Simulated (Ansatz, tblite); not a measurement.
# Ge19H28 atom rod (Ge₁₉H₂₈): rung by rung

An exercise on one series of results from a longer session: the logs are not shown, and one member is left open.

The runs use Ansatz 0.2.0, Gaussian basis; as each input shows.

Plan: GFN1-xTB, GFN2-xTB, PBE-D4/def2-TZVP, r2SCAN-D4/def2-TZVP, LDA/def2-TZVP, PBE-D4/def2-SVP, PBE0-D4/def2-SVP, MP2/def2-TZVP.

1 further run of the same task is left out (set aside as unsound or not needed). Runs told in other sessions of the task aren't counted.

## The geometry

The geometry is that of the singlet, from an earlier relaxation (PBE-D4/def2-SVP).

47 atoms, charge 0, spin multiplicity 1.

Bond lengths: Ge1–Ge12 2.447 Å, Ge1–Ge14 2.446 Å, Ge1–H20 1.558 Å, Ge1–H21 1.558 Å, Ge2–Ge13 2.445 Å, Ge2–Ge15 2.447 Å, Ge2–H22 1.558 Å, Ge2–H23 1.558 Å, Ge3–Ge12 2.447 Å, Ge3–Ge16 2.446 Å, Ge3–H24 1.558 Å, Ge3–H25 1.558 Å, Ge4–Ge13 2.446 Å, Ge4–Ge17 2.447 Å, Ge4–H26 1.558 Å, Ge4–H27 1.558 Å, Ge5–Ge12 2.449 Å, Ge5–Ge18 2.448 Å and more. Angles: Ge12–Ge1–Ge14 109.1°, Ge12–Ge1–H20 110.0°, Ge12–Ge1–H21 109.9°, Ge14–Ge1–H20 109.5°, Ge14–Ge1–H21 110.4°, H20–Ge1–H21 108.0°, Ge13–Ge2–Ge15 109.1°, Ge13–Ge2–H22 110.5°, Ge13–Ge2–H23 109.4°, Ge15–Ge2–H22 110.0°, Ge15–Ge2–H23 109.9°, H22–Ge2–H23 108.0°, Ge12–Ge3–Ge16 109.1°, Ge12–Ge3–H24 110.0°, Ge12–Ge3–H25 109.9°, Ge16–Ge3–H24 109.5°, Ge16–Ge3–H25 110.4°, H24–Ge3–H25 108.0° and more.

PBE0-D4/def2-TZVP was run before; its log isn't repeated, and its numbers join the tables.

Set-up of the first run:

Tight binding, by tblite at 300 K electronic temperature and without a spin-polarisation term:

```python
tblite.interface.Calculator('GFN1-xTB', numbers, positions, charge=0, uhf=0).singlepoint()
```

Tight binding, by tblite at 300 K electronic temperature and without a spin-polarisation term:

```python
tblite.interface.Calculator('GFN2-xTB', numbers, positions, charge=0, uhf=0).singlepoint()
```

start.molden holds the orbitals of an earlier run on this state, given as this run's starting guess.

Contents of in.yaml:

```yaml
crystal:
  periodic: [false, false, false]
  atoms:
    - {symbol: Ge, position_ang: [-2.839520, -0.005472, -2.786646]}
    - {symbol: Ge, position_ang: [-2.840973, 0.004613, 2.783543]}
    - {symbol: Ge, position_ang: [-0.006272, -2.837590, -2.785106]}
    - {symbol: Ge, position_ang: [0.009185, -2.841126, 2.787977]}
    - {symbol: Ge, position_ang: [-0.001618, -0.001132, -5.593267]}
    - {symbol: Ge, position_ang: [0.007742, 2.841396, -2.787059]}
    - {symbol: Ge, position_ang: [2.839516, 0.009516, -2.793273]}
    - {symbol: Ge, position_ang: [0.001215, 0.002159, 0.001242]}
    - {symbol: Ge, position_ang: [-0.010313, 2.838440, 2.793702]}
    - {symbol: Ge, position_ang: [2.840289, -0.008324, 2.787374]}
    - {symbol: Ge, position_ang: [0.000165, -0.001755, 5.593149]}
    - {symbol: Ge, position_ang: [-1.421093, -1.420465, -4.191202]}
    - {symbol: Ge, position_ang: [-1.418349, -1.422741, 1.398176]}
    - {symbol: Ge, position_ang: [-1.420169, 1.422402, -1.398346]}
    - {symbol: Ge, position_ang: [-1.424613, 1.415412, 4.194330]}
    - {symbol: Ge, position_ang: [1.422837, -1.416251, -1.400004]}
    - {symbol: Ge, position_ang: [1.421787, -1.421477, 4.193720]}
    - {symbol: Ge, position_ang: [1.418043, 1.422989, -4.196282]}
    - {symbol: Ge, position_ang: [1.419676, 1.422740, 1.403586]}
    - {symbol: H, position_ang: [-3.737049, -0.892262, -1.873129]}
    - {symbol: H, position_ang: [-3.772863, 0.863704, -3.682059]}
    - {symbol: H, position_ang: [-3.781432, -0.862911, 3.672930]}
    - {symbol: H, position_ang: [-3.731200, 0.895474, 1.866832]}
    - {symbol: H, position_ang: [-0.893390, -3.733066, -1.869886]}
    - {symbol: H, position_ang: [0.861856, -3.772861, -3.679467]}
    - {symbol: H, position_ang: [-0.860292, -3.774458, 3.683085]}
    - {symbol: H, position_ang: [0.897265, -3.738438, 1.875529]}
    - {symbol: H, position_ang: [-0.891812, 0.884849, -6.515436]}
    - {symbol: H, position_ang: [0.890551, -0.893032, -6.507884]}
    - {symbol: H, position_ang: [-0.861412, 3.778774, -3.678156]}
    - {symbol: H, position_ang: [0.898466, 3.734772, -1.873308]}
    - {symbol: H, position_ang: [3.768728, -0.862211, -3.690548]}
    - {symbol: H, position_ang: [3.741041, 0.896435, -1.883815]}
    - {symbol: H, position_ang: [-0.896452, 3.736696, 1.880303]}
    - {symbol: H, position_ang: [0.857099, 3.770837, 3.691825]}
    - {symbol: H, position_ang: [3.732367, -0.896828, 1.870201]}
    - {symbol: H, position_ang: [3.778814, 0.857462, 3.680487]}
    - {symbol: H, position_ang: [-0.885293, -0.892054, 6.515697]}
    - {symbol: H, position_ang: [0.890232, 0.892827, 6.507217]}
    - {symbol: H, position_ang: [-2.316428, -2.316102, -5.102478]}
    - {symbol: H, position_ang: [-2.299977, -2.307443, 0.462250]}
    - {symbol: H, position_ang: [-2.304199, 2.307123, -0.464690]}
    - {symbol: H, position_ang: [-2.320965, 2.307285, 5.108234]}
    - {symbol: H, position_ang: [2.308939, -2.299202, -0.466601]}
    - {symbol: H, position_ang: [2.316146, -2.315640, 5.107367]}
    - {symbol: H, position_ang: [2.310942, 2.317847, -5.110714]}
    - {symbol: H, position_ang: [2.302803, 2.309092, 0.470600]}
basis:
  gaussian: {orbitals: def2-TZVP, fitting: {mean_field: def2-universal-jkfit}, initial_orbitals: start.molden}
hamiltonian: {xc: pbe, dispersion: d4}
scf: {omitted_lower_state_checks: [starts]}
output: {orbitals: {seedname: orbitals}}
```

Run with:

```console
ansatz run in.yaml --threads 11 --pin off --events-out ev --progress --plain --max-ram 110592MiB --backend cuda --devices 0, --max-vram 75GiB
```

Among the steps run: PBE-D4/def2-TZVP; r2SCAN-D4/def2-TZVP; LDA/def2-TZVP; PBE-D4/def2-SVP; PBE0-D4/def2-SVP; MP2/def2-TZVP.

One of the session's tables, all rows but one given; the rest of the session is left out.

It belongs to the step «Binding energy». 

```
              level  binding an atom (eV)
       HF/def2-TZVP                 2.037
      LDA/def2-TZVP                 3.293
    PBE-D4/def2-SVP                 2.881
   PBE-D4/def2-TZVP                 2.881
r2SCAN-D4/def2-TZVP                 2.921
   PBE0-D4/def2-SVP                     ?
  PBE0-D4/def2-TZVP                 2.883
      MP2/def2-TZVP                 2.827
```

Estimate the missing values for PBE0-D4/def2-SVP.

**Answer.** binding an atom (eV): 2.884. In the column «binding an atom (eV)» it lies between PBE0-D4/def2-TZVP (2.883) and r2SCAN-D4/def2-TZVP (2.921).

Limits of these values: Free atoms were run apart at each level; binding is atoms less cluster, divided by the number of atoms, without zero-point or spin-orbit terms.
